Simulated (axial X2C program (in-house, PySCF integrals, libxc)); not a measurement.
**A two-component session on RuB⁺: properties at the nuclei**

Aim: properties at the nuclei of RuB⁺, with spin–orbit coupling in the Hamiltonian from the start.

Computed with an in-house X2C program for linear molecules on PySCF integrals. Level: two-component X2C with atomic mean-field terms, Ru dyall-cv3z, B dyall-v3z.

All values are calculated.

**1. Input**

task.json reads:

```json
{
 "zs": [
  44,
  5
 ],
 "q": 1,
 "bas": [
  "dyall-cv3z",
  "dyall-v3z"
 ],
 "r0": 2.1,
 "levels": [
  "PBE0",
  "HF",
  "PBE",
  "PBE50",
  "r2SCAN"
 ],
 "nst": 3
}
```

Keys: zs atomic numbers; q charge; bas basis sets; r0 starting distance in Å; levels methods (HF also brings MP2); nst determinants followed.

Started as:

```
$ python soeom.py task.json out
```

Nuclei are Gaussian, cores are contracted, and the Gaunt term is on.

**2. Expectation values, lowest determinant**

R = 1.750 Å. State: Ω = 1 (excess of +ω over −ω: ω = -3/2, ω = 5/2).

Output of the PBE0 run:

```text
two-component X2C + atomic mean field  PBE0
basis functions 192  fitting functions 936  grid points 5075
iter        total energy     max residual
   1      -4552.730911632     7.80e-05
   2      -4552.730911634     1.33e-05
   3      -4552.730911634     8.06e-05
   4      -4552.730911635     8.72e-06
converged
one-electron -6392.82002505  Coulomb 1913.98556616  exact exchange -33.99402791  xc functional -104.18834820  nuclear repulsion 66.52513509  atomic mean-field constant -2.23921172
```

The highest occupied spinor is 41% Ru d, 28% B p, 19% B s.

| level | Eeff magnitude (GV/cm) | Ws magnitude Ru (kHz) | A∥/gI Ru (MHz) | qzz Ru (a.u.) | A∥/gI B (MHz) | qzz B (a.u.) |
| --- | --- | --- | --- | --- | --- | --- |
| PBE0 | 1.81 | 0.826 | 264 | -4.35 | -87.6 | -0.16 |
| HF | 2.81 | 1.15 | -97.2 | -3.85 | -141 | -0.37 |
| PBE | 1.18 | 0.547 | 317 | -4.46 | -84.4 | -0.13 |
| PBE50 | 2.36 | 1.06 | 171 | -4.21 | -90 | -0.19 |
| r2SCAN | 1.88 | 0.846 | 532 | -4.22 | -130 | -0.18 |

Eeff is the effective electric field on the electron dipole moment in this Ω state and Ws the scalar–pseudoscalar constant (defined with the proton number Z and per Ω); A∥ is the parallel hyperfine constant, which follows by multiplying with the nuclear g factor gI = μI/(I μN); qzz is the electric field gradient, eQq0 = 234.96 MHz × Q/barn × qzz. The operators were transformed with the bare-nucleus X2C matrices.

**3. Expectation values, a higher determinant**

R = 1.750 Å. State: Ω = 3 (excess of +ω over −ω: ω = 1/2, ω = 5/2), 0.57 eV above the lowest in the PBE0 search for states (made at or near this distance, with looser thresholds).

Output of the PBE0 run:

```text
two-component X2C + atomic mean field  PBE0
basis functions 192  fitting functions 936  grid points 5075
iter        total energy     max residual
   1      -4552.709930209     9.25e-05
   2      -4552.709930256     3.72e-05
   3      -4552.709930262     3.92e-05
   4      -4552.709930264     3.26e-05
   5      -4552.709930274     6.55e-06
converged
one-electron -6394.51433632  Coulomb 1915.71382456  exact exchange -33.99494750  xc functional -104.20039438  nuclear repulsion 66.52513509  atomic mean-field constant -2.23921172
```

The highest occupied spinor is 99% Ru d.

| level | Eeff magnitude (GV/cm) | Ws magnitude Ru (kHz) | A∥/gI Ru (MHz) | qzz Ru (a.u.) | A∥/gI B (MHz) | qzz B (a.u.) |
| --- | --- | --- | --- | --- | --- | --- |
| PBE0 | 1.49 | 0.263 | 76.9 | 1.28 | 41.9 | 0.00 |
| HF | 3.08 | 0.578 | -188 | 1.96 | 24.8 | 0.01 |
| PBE | 0.773 | 0.141 | 158 | 1.05 | 48.7 | 0.02 |
| PBE50 | 2.11 | 0.37 | 6.16 | 1.48 | 35.1 | -0.01 |
| r2SCAN | 1.53 | 0.272 | 68.5 | 1.30 | 49.1 | 0.00 |

**4. Expectation values, a higher determinant**

R = 1.750 Å. State: Ω = 1 (excess of +ω over −ω: ω = -1/2, ω = 3/2), 0.80 eV above the lowest in the PBE0 search for states (made at or near this distance, with looser thresholds).

Output of the PBE0 run:

```text
two-component X2C + atomic mean field  PBE0
basis functions 192  fitting functions 936  grid points 5075
iter        total energy     max residual
   1      -4552.701373136     8.20e-05
   2      -4552.701373189     3.15e-05
   3      -4552.701373196     4.17e-05
   4      -4552.701373200     2.89e-05
   5      -4552.701373209     8.57e-06
converged
one-electron -6394.43306618  Coulomb 1915.63866066  exact exchange -33.99451237  xc functional -104.19837869  nuclear repulsion 66.52513509  atomic mean-field constant -2.23921172
```

The highest occupied spinor is 99% Ru d.

| level | Eeff magnitude (GV/cm) | Ws magnitude Ru (kHz) | A∥/gI Ru (MHz) | qzz Ru (a.u.) | A∥/gI B (MHz) | qzz B (a.u.) |
| --- | --- | --- | --- | --- | --- | --- |
| PBE0 | 1.54 | 0.792 | 1750 | 1.16 | -118 | 0.00 |
| HF | 2.99 | 1.67 | 2490 | 1.90 | -83.6 | 0.00 |
| PBE | 0.818 | 0.426 | 1540 | 0.92 | -137 | 0.02 |
| PBE50 | 2.17 | 1.11 | 1940 | 1.38 | -100 | -0.02 |
| r2SCAN | 1.58 | 0.818 | 1820 | 1.17 | -138 | 0.00 |

**5. Summary of results**

```
                                        quantity                                            value
                              lowest determinant  Ω = 1 (excess of +ω over −ω: ω = -3/2, ω = 5/2)
                    Eeff magnitude (GV/cm), PBE0                                             1.81
                     Ws magnitude Ru (kHz), PBE0                                            0.826
                            A∥/gI Ru (MHz), PBE0                                              264
                             qzz Ru (a.u.), PBE0                                            -4.35
                              higher determinant   Ω = 3 (excess of +ω over −ω: ω = 1/2, ω = 5/2)
Eeff magnitude (GV/cm), PBE0, higher determinant                                             1.49
 Ws magnitude Ru (kHz), PBE0, higher determinant                                            0.263
        A∥/gI Ru (MHz), PBE0, higher determinant                                             76.9
         qzz Ru (a.u.), PBE0, higher determinant                                             1.28
                              higher determinant  Ω = 1 (excess of +ω over −ω: ω = -1/2, ω = 3/2)
Eeff magnitude (GV/cm), PBE0, higher determinant                                             1.54
 Ws magnitude Ru (kHz), PBE0, higher determinant                                            0.792
        A∥/gI Ru (MHz), PBE0, higher determinant                                             1750
         qzz Ru (a.u.), PBE0, higher determinant                                             1.16
```

In the first state, the effective field runs from 1.18 to 2.81 GV/cm over the mean-field levels, so the levels don't agree on it. The expectation values come from single determinants, which for open shells can mix terms of unlike spin or miss the lowest Ω, so a determinant need not be a state. Eeff is the effective electric field on the electron dipole moment in this Ω state and Ws the scalar–pseudoscalar constant (defined with the proton number Z and per Ω); A∥ is the parallel hyperfine constant, which follows by multiplying with the nuclear g factor gI = μI/(I μN); qzz is the electric field gradient, eQq0 = 234.96 MHz × Q/barn × qzz. The operators were transformed with the bare-nucleus X2C matrices.
